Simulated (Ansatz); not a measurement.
# HfB: a tetragonal deformation path

The task here is to estimate one member of a computed series from the others.

Computed with Ansatz 0.2.0 (DFT PBE, scalar-relativistic, plane waves, PAW, unless a step's input says otherwise).

**The system as given**

Symmetry: Fm-3m, No. 225, cubic system. Conventional cell: a = 4.620 Å, b = 4.620 Å, c = 4.620 Å, α = 90.00°, β = 90.00°, γ = 90.00°. Hf (site symmetry m-3m) has 6 B at 2.31 Å as nearest neighbours. B (site symmetry m-3m) has 6 Hf at 2.31 Å as nearest neighbours.

As a file:

```cif
data_structure
_symmetry_space_group_name_H-M 'P 1'
_symmetry_Int_Tables_number 1
_cell_length_a 3.2668
_cell_length_b 3.2668
_cell_length_c 3.2668
_cell_angle_alpha 60.000
_cell_angle_beta 60.000
_cell_angle_gamma 60.000
_cell_volume 24.65
loop_
_atom_site_label
_atom_site_type_symbol
_atom_site_fract_x
_atom_site_fract_y
_atom_site_fract_z
_atom_site_occupancy
Hf1 Hf 0.50000 0.50000 0.50000 1
B1 B 0.00000 0.00000 0.00000 1
```

The cell is taken as given, not relaxed at this level.

Set-up of the first run:

The input, input.yaml:

```yaml
crystal:
  lattice:
    - [0.0, 2.31, 2.31]
    - [2.31, 0.0, 2.31]
    - [2.31, 2.31, 0.0]
  atoms:
    - { symbol: Hf, position: [0.5, 0.5, 0.5] }
    - { symbol: B, position: [0.0, 0.0, 0.0] }
basis:
  ecutwfc: 420
kpoints:
  mp_grid: { grid: [20, 20, 20] }
hamiltonian:
  xc: pbe
scf:
  occupations: { method: gaussian, width: 0.15 }
output:
  forces: true
  stress: true
  eigenvalues: true
```

Steps of the session up to this table: The reference: the undisturbed cell on the scan's mesh; ρ = 0.707; At ρ = 1.414; ρ = 0.850; Point ρ = 1.200; At ρ = 0.780; Point ρ = 1.300; At ρ = 0.920.

One table of the session follows, with a row left open; its other results are not shown here.

The scan, with free energies counted from the undisturbed cell:

```
    ρ  ΔE (meV/atom)  pressure (GPa)
0.707         1579.3            60.2
0.780          783.1            44.2
0.850          349.8            36.1
0.920           94.8            32.1
1.000            0.0            29.8
1.200              ?               ?
1.300          814.9            51.2
1.414         1350.0            64.4
```

Q: Estimate the row for ρ = 1.200 from the others.

Worked estimate for «ΔE (meV/atom)». A straight line through the neighbours (1.000, 0.0) and (1.300, 814.9) gives 0.0 + (814.9 − 0.0) × (1.200 − 1.000) / (1.300 − 1.000) = 543.3; a parabola fitted to 4 rows on both sides gives 399.4.

As computed: ΔE (meV/atom): 409.7; pressure (GPa): 41.0. In «ΔE (meV/atom)» the line misses by +133.6 and the parabola by -10.3.
